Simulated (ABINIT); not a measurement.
# PtSe (Fm-3m) in ABINIT: a series of runs

The runs below take PtSe through single point, with HSE06.

All numbers are computed with ABINIT 10.8.3 (patched build); they aren't measurements. Logs are shortened: lines on timing, memory, paths and dates and some standing lists are left out, and cuts for length are marked. The log counts tension as positive stress, the text compression.

## (1) The crystal as given

Symmetry: Fm-3m, No. 225, cubic system. The conventional cell has a = 5.597 Å, b = 5.597 Å, c = 5.597 Å, α = 90.00°, β = 90.00°, γ = 90.00°. Pt (site symmetry m-3m) is surrounded by 6 Se at 2.80 Å. Se (site symmetry m-3m) has 6 Pt at 2.80 Å as nearest neighbours.

The cell comes from a database or a generator and needn't be the stable form of this composition.

## (2) Single point, HSE06

run.abi reads:

```
# Pseudopotentials
pp_dirpath "./"
pseudos "Pt_ONCV_PBE-1.2.upf, Se_ONCV_PBE-1.2.upf"

# Structure
acell 3*1.0
rprim
     0.0000000000     5.2882306198     5.2882306198
     5.2882306198     0.0000000000     5.2882306198
     5.2882306198     5.2882306198     0.0000000000
ntypat 2
znucl 78 34
natom 2
typat 1 2
xred
     0.5000000000     0.5000000000     0.5000000000
     0.0000000000     0.0000000000     0.0000000000

# Plane-wave basis
ecut 26.0

# k points
kptopt 1
ngkpt 3 3 3
nshiftk 1
shiftk 0.0 0.0 0.0

# Exchange and correlation
ixc -428
hyb_mixing_sr 0.25

# Bands and occupations
nband 16
occopt 3
tsmear 0.00183747

# SCF cycle
nstep 60
toldfe 1.0e-7

# Output
iomode 3
prtwf 0
prtden 0
prteig 0
prtebands 0
enunit 2
```

Potentials or basis: SG15 NC PBE v1.2.

The run is started by

```console
$ mpirun --bind-to none -np 4 abinit run.abi > log 2>&1
```

run.abo:

```text
.Version 10.8.3 of ABINIT
 Symmetries : space group Fm -3 m (#225); Bravais cF (face-center cubic)
================================================================================
 Values of the parameters that define the memory need of the present run
     intxc =       0    ionmov =       0      iscf =       7    lmnmax =       8
     lnmax =       8     mgfft =      36  mpssoang =       4    mqgrid =    3001
     natom =       2  nloc_mem =       1    nspden =       1   nspinor =       1
    nsppol =       1      nsym =      48    n1xccc =       0    ntypat =       2
    occopt =       3   xclevel =       2
       mpw =        1893          nfft =       46656          nkpt =           4
================================================================================
================================================================================

--------------------------------------------------------------------------------
------------- Echo of variables that govern the present computation ------------
--------------------------------------------------------------------------------
 -outvars: echo values of preprocessed input variables --------
            acell      1.0000000000E+00  1.0000000000E+00  1.0000000000E+00 Bohr
              amu      1.95080000E+02  7.89600000E+01
             ecut      2.60000000E+01 Hartree
           enunit           2
   hyb_mixing_sr       2.5000000000E-01
              ixc        -428
         kptrlatt        3    0    0      0    3    0      0    0    3
          kptrlen      2.24360624E+01
            natom           2
            nband          16
          nbandhf          16
            ngfft          36      36      36
             nkpt           4
           nkpthf          27
            nstep          60
             nsym          48
           ntypat           2
           occopt           3
           prtden           0
        prtebands           0
           prteig           0
            prtwf           0
            rprim      0.0000000000E+00  5.2882306198E+00  5.2882306198E+00
                       5.2882306198E+00  0.0000000000E+00  5.2882306198E+00
                       5.2882306198E+00  5.2882306198E+00  0.0000000000E+00
          spgroup         225
           toldfe      1.00000000E-07 Hartree
           tsmear      1.83747000E-03 Hartree
            typat      1  2
          usefock           1
           xangst      2.7984111281E+00  2.7984111281E+00  2.7984111281E+00
                       0.0000000000E+00  0.0000000000E+00  0.0000000000E+00
            xcart      5.2882306198E+00  5.2882306198E+00  5.2882306198E+00
                       0.0000000000E+00  0.0000000000E+00  0.0000000000E+00
             xred      5.0000000000E-01  5.0000000000E-01  5.0000000000E-01
                       0.0000000000E+00  0.0000000000E+00  0.0000000000E+00
            znucl       78.00000   34.00000

================================================================================

 chkinp: Checking input parameters for consistency.

================================================================================
== DATASET  1 ==================================================================

--- !DatasetInfo
iteration_state: {dtset: 1, }
dimensions: {natom: 2, nkpt: 4, mband: 16, nsppol: 1, nspinor: 1, nspden: 1, mpw: 1893, }
cutoff_energies: {ecut:  26.0, pawecutdg:  -1.0, }
electrons: {nelect:   2.40000000E+01, charge:   0.00000000E+00, occopt:   3.00000000E+00, tsmear:   1.83747000E-03, }
meta: {optdriver: 0, ionmov: 0, optcell: 0, iscf: 7, paral_kgb: 0, }
...

 Real(R)+Recip(G) space primitive vectors, cartesian coordinates (Bohr,Bohr^-1):
 R(1)=  0.0000000  5.2882306  5.2882306  G(1)= -0.0945496  0.0945496  0.0945496
 R(2)=  5.2882306  0.0000000  5.2882306  G(2)=  0.0945496 -0.0945496  0.0945496
 R(3)=  5.2882306  5.2882306  0.0000000  G(3)=  0.0945496  0.0945496 -0.0945496
 Unit cell volume ucvol=  2.9577479E+02 bohr^3
 Angles (23,13,12)=  6.00000000E+01  6.00000000E+01  6.00000000E+01 degrees

 getcut: wavevector=  0.0000  0.0000  0.0000  ngfft=  36  36  36
         ecut(hartree)=     26.000   => boxcut(ratio)=   2.09713

--- Pseudopotential description ------------------------------------------------
- pspini: atom type   1  psp file is ./Pt_ONCV_PBE-1.2.upf
12 -101130 3 -1 602                           pspcod,pspxc,lmax,lloc,mmax
     nproj     2     2     2     2

- pspini: atom type   2  psp file is ./Se_ONCV_PBE-1.2.upf
12 -101130 2 -1 602                           pspcod,pspxc,lmax,lloc,mmax
     nproj     2     2     2     0

   6.74968680E+02                                ecore*ucvol(ha*bohr**3)
--------------------------------------------------------------------------------

================================================================================

--- !BeginCycle
iteration_state: {dtset: 1, }
solver: {iscf: 7, nstep: 60, nline: 4, wfoptalg: 0, }
tolerances: {toldfe: 1.00E-07, }
...

     iter   Etot(hartree)      deltaE(h)  residm     vres2
 ETOT  1  -127.64155599495    -1.276E+02 8.963E-02 3.542E+02
 ETOT  2  -130.14081096767    -2.499E+00 2.880E-04 2.214E+03
 ETOT  3  -130.44933579092    -3.085E-01 1.015E-03 9.631E+02
 ETOT  4  -130.69126141986    -2.419E-01 2.714E-03 2.413E+01
 ETOT  5  -130.70827383381    -1.701E-02 4.095E-05 2.210E+01
 ETOT  6  -130.69937829194     8.896E-03 5.078E-05 6.269E+01
 ETOT  7  -130.71177787166    -1.240E-02 6.709E-05 9.659E+00
 ETOT  8  -130.71426294723    -2.485E-03 8.266E-05 2.571E+00
 ETOT  9  -130.71500310151    -7.402E-04 3.945E-06 4.285E-01
 ETOT 10  -130.71429933669     7.038E-04 3.914E-06 3.414E+00
 ETOT 11  -130.71509611730    -7.968E-04 1.065E-05 1.097E-02
 ETOT 12  -130.71513456403    -3.845E-05 5.006E-07 8.387E-02
 ETOT 13  -130.71493650024     1.981E-04 1.752E-06 9.502E-01
 ETOT 14  -130.71513747660    -2.010E-04 2.761E-06 3.012E-03
 ETOT 15  -130.71507699575     6.048E-05 9.467E-07 3.373E-01
 ETOT 16  -130.71514576635    -6.877E-05 1.234E-06 4.584E-03
 ETOT 17  -130.71513917770     6.589E-06 1.765E-07 5.514E-02
 ETOT 18  -130.71512123753     1.794E-05 6.874E-08 1.277E-01
 ETOT 19  -130.71514569696    -2.446E-05 1.518E-07 1.755E-02
 ETOT 20  -130.71515079432    -5.097E-06 1.471E-07 3.618E-03
 ETOT 21  -130.71515208033    -1.286E-06 1.456E-08 4.494E-06
 ETOT 22  -130.71515209930    -1.897E-08 8.730E-10 9.477E-05
 ETOT 23  -130.71515212069    -2.139E-08 8.675E-11 2.125E-05

 At SCF step   23, etot is converged :
  for the second time, diff in etot=  2.139E-08 < toldfe=  1.000E-07

 Cartesian components of stress tensor (hartree/bohr^3)
  sigma(1 1)=  5.73433453E-04  sigma(3 2)=  0.00000000E+00
  sigma(2 2)=  5.73433453E-04  sigma(3 1)=  0.00000000E+00
  sigma(3 3)=  5.73433453E-04  sigma(2 1)=  0.00000000E+00

--- !ResultsGS
iteration_state: {dtset: 1, }
comment   : Summary of ground state results
lattice_vectors:
- [  0.0000000,   5.2882306,   5.2882306, ]
- [  5.2882306,   0.0000000,   5.2882306, ]
- [  5.2882306,   5.2882306,   0.0000000, ]
lattice_lengths: [   7.47869,    7.47869,    7.47869, ]
lattice_angles: [ 60.000,  60.000,  60.000, ] # degrees, (23, 13, 12)
lattice_volume:   2.9577479E+02
convergence: {deltae: -2.139E-08, res2:  2.125E-05, residm:  8.675E-11, diffor: null, }
etotal    :  -1.30715152E+02
entropy   :   0.00000000E+00
fermie    :   3.23312617E-01
cartesian_stress_tensor: # hartree/bohr^3
- [  5.73433453E-04,   0.00000000E+00,   0.00000000E+00, ]
- [  0.00000000E+00,   5.73433453E-04,   0.00000000E+00, ]
- [  0.00000000E+00,   0.00000000E+00,   5.73433453E-04, ]
pressure_GPa:  -1.6871E+01
xred      :
- [  5.0000E-01,   5.0000E-01,   5.0000E-01, Pt]
- [  0.0000E+00,   0.0000E+00,   0.0000E+00, Se]
cartesian_forces: # hartree/bohr
- [ -0.00000000E+00,  -0.00000000E+00,  -0.00000000E+00, ]
- [ -0.00000000E+00,  -0.00000000E+00,  -0.00000000E+00, ]
force_length_stats: {min:   0.00000000E+00, max:   0.00000000E+00, mean:   0.00000000E+00, }
...

 Integrated electronic density in atomic spheres:
 ------------------------------------------------
 Atom  Sphere_radius  Integrated_density
    1        2.00000         14.51588204
    2        2.00000          3.09068297
================================================================================

 ----iterations are completed or convergence reached----

 Mean square residual over all n,k,spin=   23.147E-12; max=  86.752E-12
 reduced coordinates (array xred) for    2 atoms
       0.500000000000      0.500000000000      0.500000000000
       0.000000000000      0.000000000000      0.000000000000
 rms dE/dt=  0.0000E+00; max dE/dt=  0.0000E+00; dE/dt below (all hartree)
    1       0.000000000000      0.000000000000      0.000000000000
    2       0.000000000000      0.000000000000      0.000000000000

 cartesian coordinates (angstrom) at end:
    1      2.79841112809913     2.79841112809913     2.79841112809913
    2      0.00000000000000     0.00000000000000     0.00000000000000

 cartesian forces (hartree/bohr) at end:
    1     -0.00000000000000    -0.00000000000000    -0.00000000000000
    2     -0.00000000000000    -0.00000000000000    -0.00000000000000
 frms,max,avg= 0.0000000E+00 0.0000000E+00   0.000E+00  0.000E+00  0.000E+00 h/b

 cartesian forces (eV/Angstrom) at end:
    1     -0.00000000000000    -0.00000000000000    -0.00000000000000
    2     -0.00000000000000    -0.00000000000000    -0.00000000000000
 frms,max,avg= 0.0000000E+00 0.0000000E+00   0.000E+00  0.000E+00  0.000E+00 e/A
 length scales=  1.000000000000  1.000000000000  1.000000000000 bohr
              =  0.529177210544  0.529177210544  0.529177210544 angstroms
 Fermi (or HOMO) energy (hartree) =   0.32331   Average Vxc (hartree)=  -0.32096
 Eigenvalues (hartree) for nkpt=   4  k points:
 kpt#   1, nband= 16, wtk=  0.03704, kpt=  0.0000  0.0000  0.0000 (reduced coord)
  -3.47042   -1.72344   -1.72344   -1.72344   -0.27934    0.17444    0.17444    0.17444
   0.19167    0.19167    0.23909    0.23909    0.23909    0.32143    0.69210    0.72181
      occupation numbers for kpt#   1
   2.00000    2.00000    2.00000    2.00000    2.00000    2.00000    2.00000    2.00000
   2.00000    2.00000    2.00000    2.00000    2.00000    1.47241    0.00000    0.00000
 prteigrs : prtvol=0 or 1, do not print more k-points.

 Fermi (or HOMO) energy (eV) =   8.79778   Average Vxc (eV)=  -8.73383
 Eigenvalues (   eV  ) for nkpt=   4  k points:
 kpt#   1, nband= 16, wtk=  0.03704, kpt=  0.0000  0.0000  0.0000 (reduced coord)
 -94.43494  -46.89715  -46.89715  -46.89715   -7.60118    4.74689    4.74689    4.74689
   5.21567    5.21567    6.50599    6.50599    6.50599    8.74647   18.83290   19.64150
 prteigrs : prtvol=0 or 1, do not print more k-points.

--- !EnergyTerms
iteration_state     : {dtset: 1, }
comment             : Components of total free energy in Hartree
kinetic             :  4.02219096616210E+01
hartree             :  3.43511145659367E+01
xc                  : -1.08297480080372E+01
Ewald energy        : -8.91570728187790E+01
psp_core            :  2.28203586645704E+00
local_psp           : -1.17480818733210E+02
non_local_psp+x     :  9.89767845508409E+00
internal            : -1.30714901010928E+02
'-kT*entropy'       : -2.51109766974850E-04
total_energy        : -1.30715152120695E+02
...

--- !EnergyTermsDC
iteration_state     : {dtset: 1, }
comment             : '"Double-counting" decomposition of free energy'
band_energy         : -1.53703048715889E+01
Ewald energy        : -8.91570728187790E+01
psp_core            :  2.28203586645704E+00
xc_dc               : -2.84689600930946E+01
internal            : -1.30714301917005E+02
'-kT*entropy'       : -2.51109766974850E-04
total_energy_dc     : -1.30714553026772E+02
...

 Cartesian components of stress tensor (hartree/bohr^3)
  sigma(1 1)=  5.73433453E-04  sigma(3 2)=  0.00000000E+00
  sigma(2 2)=  5.73433453E-04  sigma(3 1)=  0.00000000E+00
  sigma(3 3)=  5.73433453E-04  sigma(2 1)=  0.00000000E+00

-Cartesian components of stress tensor (GPa)         [Pressure= -1.6871E+01 GPa]
- sigma(1 1)=  1.68709947E+01  sigma(3 2)=  0.00000000E+00
- sigma(2 2)=  1.68709947E+01  sigma(3 1)=  0.00000000E+00
- sigma(3 3)=  1.68709947E+01  sigma(2 1)=  0.00000000E+00

== END DATASET(S) ==============================================================
================================================================================

 -outvars: echo values of variables after computation  --------
            acell      1.0000000000E+00  1.0000000000E+00  1.0000000000E+00 Bohr
           etotal     -1.3071515212E+02
            fcart     -0.0000000000E+00 -0.0000000000E+00 -0.0000000000E+00
                      -0.0000000000E+00 -0.0000000000E+00 -0.0000000000E+00
            rprim      0.0000000000E+00  5.2882306198E+00  5.2882306198E+00
                       5.2882306198E+00  0.0000000000E+00  5.2882306198E+00
                       5.2882306198E+00  5.2882306198E+00  0.0000000000E+00
           strten      5.7343345346E-04  5.7343345346E-04  5.7343345346E-04
                       0.0000000000E+00  0.0000000000E+00  0.0000000000E+00
           xangst      2.7984111281E+00  2.7984111281E+00  2.7984111281E+00
                       0.0000000000E+00  0.0000000000E+00  0.0000000000E+00
             xred      5.0000000000E-01  5.0000000000E-01  5.0000000000E-01
                       0.0000000000E+00  0.0000000000E+00  0.0000000000E+00
 Calculation completed.
```

It took 6.3 min on 4 MPI ranks of Arm Neoverse V2, shared host; peak memory 0.36 GiB.

What came out:

* Free energy: -3556.9405 eV
* Pressure: -16.9 GPa
* Band gap on the k mesh: none (metal or under the smearing width)
* Valence electrons inside the program's atomic spheres: Pt 14.52; Se 3.09

Caveat: the k mesh is coarse (spacing up to 0.65 Å⁻¹), so the values aren't converged, least of all with exact exchange; exact exchange is summed on a coarse mesh, which widens gaps by tenths of an eV; Libxc's HSE differs a little from that of other programs; the potentials were made for another functional, which shifts forces and pressure.

## (3) Single point, HSE06

run.abi, as its differences from that of step 2:

```diff
@@ -29,3 +29,3 @@
 ixc -428
-hyb_mixing_sr 0.25
+hyb_mixing_sr 0.05
```

Potentials or basis: SG15 NC PBE v1.2.

The run is started by

```console
$ mpirun --bind-to none -np 4 abinit run.abi > log 2>&1
```

Run time: 2.4 min. Hardware: 4 MPI ranks of Arm Neoverse V2, shared host; peak memory 0.36 GiB.

Results (log left out):

- Free energy: -3557.9094 eV
- Pressure: -13.5 GPa
- Band gap on the k mesh: none (metal or under the smearing width)
- Valence electrons inside the program's atomic spheres: Pt 14.50; Se 3.11

Levels at points of the mesh, in eV from the Fermi level:
```csv
k point,band 10,band 11,band 12,band 13,band 14,band 15
"(0.00, 0.00, 0.00)",-3.05,-1.89,-1.89,-1.89,-0.10,9.77
```

Caveat: the k mesh is coarse (spacing up to 0.65 Å⁻¹), so the values aren't converged, least of all with exact exchange; exact exchange is summed on a coarse mesh, which widens gaps by tenths of an eV; Libxc's HSE differs a little from that of other programs; the potentials were made for another functional, which shifts forces and pressure. Spin-orbit coupling is left out, which matters for the levels of Pt.

[end of part 1 of 2]
